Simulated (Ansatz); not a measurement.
Wanted: the native input for an Ansatz 0.2.0 run.

| Property | Result |
| --- | --- |
| Task | relaxation of the atoms |
| Functional | r2SCAN |
| Potentials or basis | Ansatz PAW |
| Cutoff | 500 eV (not typed: the program's choice for these potentials) |
| k mesh | 5 × 6 × 1 |
| Occupations | fermi-dirac, width 0.05 eV |
| Spin | no spin polarisation |
| Boundary along the surface normal | dipole_correction |
| Atoms held (counted from 0) | [0, 1, 2, 3, 4, 5] |
| Miller | [1, 0, 0] |
| Adsorbate | F2 |
| Bulk formula | Zn |

The system is Zn6F, a slab with vacuum.

```
Zn F
1.0
     5.32960    0.00000    0.00000
     0.00000    4.94670    0.00000
     0.00000    0.00000   24.10243
Zn F
12 2
Direct
  0.50000 0.75000 0.33192
  0.00000 0.75000 0.33192
  0.75000 0.25000 0.36383
  0.25000 0.25000 0.36383
  0.75000 0.75000 0.42767
  0.25000 0.75000 0.42767
  0.00000 0.25000 0.45958
  0.50000 0.25000 0.45958
  0.00000 0.75000 0.52341
  0.50000 0.75000 0.52341
  0.25000 0.25000 0.55533
  0.75000 0.25000 0.55533
  0.42118 0.08637 0.68053
  0.25000 0.25000 0.65076
```

The cell isn't the ideal one: F2 (tilted) over a top site of the (1 0 0) slab of Zn, cut from the database cell, not relaxed.

One way to write it, as run:

input.yaml

```yaml
crystal:
  lattice:
    - [5.3295961064, 0.0, 0.0]
    - [0.0, 4.9467, 0.0]
    - [0.0, 0.0, 24.1024265569]
  atoms:
    - { symbol: Zn, position: [0.5, 0.75, 0.3319167878] }
    - { symbol: Zn, position: [0.0, 0.75, 0.3319167878] }
    - { symbol: Zn, position: [0.75, 0.25, 0.3638331151] }
    - { symbol: Zn, position: [0.25, 0.25, 0.3638331151] }
    - { symbol: Zn, position: [0.75, 0.75, 0.4276657699] }
    - { symbol: Zn, position: [0.25, 0.75, 0.4276657699] }
    - { symbol: Zn, position: [0.0, 0.25, 0.4595820973] }
    - { symbol: Zn, position: [0.5, 0.25, 0.4595820973] }
    - { symbol: Zn, position: [0.0, 0.75, 0.523414752] }
    - { symbol: Zn, position: [0.5, 0.75, 0.523414752] }
    - { symbol: Zn, position: [0.25, 0.25, 0.5553310794] }
    - { symbol: Zn, position: [0.75, 0.25, 0.5553310794] }
    - { symbol: F, position: [0.4211849256, 0.0863724114, 0.6805300918] }
    - { symbol: F, position: [0.25, 0.25, 0.6507571559] }
hamiltonian:
  xc: r2scan
  pseudopotentials: { kind: paw }
kpoints:
  mp_grid: { grid: [5, 6, 1] }
scf:
  occupations: { method: fermi_dirac, width: 0.05 }
output:
  forces: true
  eigenvalues: true
  write_density: true
  write_potential: true
  elf: true
  volumetric_format: npy
relax:
  f_tol: 0.02
  max_steps: 40
  constraints: [{ sites: [0, 1, 2, 3, 4, 5] }]
efield:
  axis: 3
  dipole_correction: true
  ramp_width: 0.04
```

Potentials or basis: Ansatz PAW.

Run with:

```sh
$ ansatz run input.yaml --threads 4 --pin off --max-ram 11264MiB --backend cpu --events-out ev --progress --plain --runs-dir out
```

It gave:

```json
{
 "Energy gained by relaxing": "481.2 meV/atom",
 "Ionic steps": "24",
 "Largest force after relaxing": "0.574 eV/Å",
 "Band gap on the k mesh": "none (metal or under the smearing width)",
 "Work function of the upper face": "5.19 eV",
 "Work function of the lower face": "4.34 eV",
 "Dipole across the slab": "-0.125 e·Å"
}
```

Caveat: the PAW data sets come from PBE, with cores solved anew for the run's functional, which leaves a small shift of forces and pressure.

Wall time 31 min on 4 threads of Arm Neoverse V2, on a shared host, peak memory 3.4 GiB.
